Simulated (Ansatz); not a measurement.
I need a rigid scan of one bond length of CH5AlSe, SMILES C[Se][AlH2]. Use Ansatz 0.2.0, Python API. Level of theory (for the species named): Hartree-Fock, def2-SVP basis, multiplicity 1.

```xyz
8

C    -0.4838    1.1236   -0.5565
Se    0.5775    0.9744    1.0158
Al    0.6591   -1.4140    0.7622
H    -0.6887    2.2532   -0.7266
H    -1.4797    0.6029   -0.4509
H     0.0064    0.7977   -1.4594
H     1.8791   -2.0739   -0.0959
H    -0.3778   -2.3209    1.4557
```

`scan_ch5alse.py`:
```python
"""Potential curve of CH5AlSe along one bond."""

import ansatz as az
import numpy as np

GEOMETRY = """
C    -0.48380    1.12360   -0.55650
Se    0.57750    0.97440    1.01580
Al    0.65910   -1.41400    0.76220
H    -0.68870    2.25320   -0.72660
H    -1.47970    0.60290   -0.45090
H     0.00640    0.79770   -1.45940
H     1.87910   -2.07390   -0.09590
H    -0.37780   -2.32090    1.45570
"""


def main() -> None:
    system = az.Crystal.molecule()
    for line in GEOMETRY.strip().splitlines():
        symbol, *xyz = line.split()
        system = system.atom(symbol, [float(v) for v in xyz])

    symbols = [site.symbol for site in system.cartesian_sites]
    start = np.array([site.position_ang for site in system.cartesian_sites])
    axis = (start[4] - start[0]) / np.linalg.norm(start[4] - start[0])
    moving = [4]
    lengths, energies = [0.993, 1.038, 1.084, 1.129, 1.174, 1.219, 1.264, 1.332], []
    for length in lengths:
        xyz = start.copy()
        xyz[moving] += (length - np.linalg.norm(start[4] - start[0])) * axis
        point = az.Crystal.molecule()
        for symbol, place in zip(symbols, xyz):
            point = point.atom(symbol, place.tolist())
        job = point.calculation()
        job = job.basis(gaussian="def2-SVP")
        job = job.functional("HF")
        report = job.run().report
        energies.append(report["free_energy_ev"])
        print(f"r = {length:6.3f} A  E = {energies[-1]:.5f} eV  <S^2> = {abs(report['mean_field']['state']['spin_squared']):.3f}")

    # quartic fit about the minimum
    fit = np.polynomial.Polynomial.fit(lengths, np.array(energies) - min(energies), 4).convert()
    roots = [r.real for r in fit.deriv().roots() if abs(r.imag) < 1e-9 and fit.deriv(2)(r.real) > 0]
    r_e = min(roots, key=lambda r: abs(r - lengths[int(np.argmin(energies))]))
    print(f"minimum of the fit at {r_e:.4f} A, force constant {fit.deriv(2)(r_e):.2f} eV/A^2")


if __name__ == "__main__":
    main()
```

Output of `python scan_ch5alse.py`:
```text
r =  0.993 A  E = -72984.61674 eV  <S^2> = 0.000
r =  1.038 A  E = -72984.76640 eV  <S^2> = 0.000
r =  1.084 A  E = -72984.81746 eV  <S^2> = 0.000
r =  1.129 A  E = -72984.79027 eV  <S^2> = 0.000
r =  1.174 A  E = -72984.70449 eV  <S^2> = 0.000
r =  1.219 A  E = -72984.57406 eV  <S^2> = 0.000
r =  1.264 A  E = -72984.41003 eV  <S^2> = 0.000
r =  1.332 A  E = -72984.11730 eV  <S^2> = 0.000
minimum of the fit at 1.0887 A, force constant 36.70 eV/A^2
```

Total energies depend on the basis set; only differences at equal settings carry meaning. The rest of the molecule is held rigid at a force-field or estimated start geometry, and the basis set is modest; single-reference methods fail as a bond breaks. Hartree-Fock leaves correlation out, so bond, atomisation and ionisation energies come out well too low. The orbitals are restricted, so S² is zero by construction. Hardware and time: 8.8 s on 1 thread of Arm Neoverse V1 (shared host), peak memory 0.22 GiB.
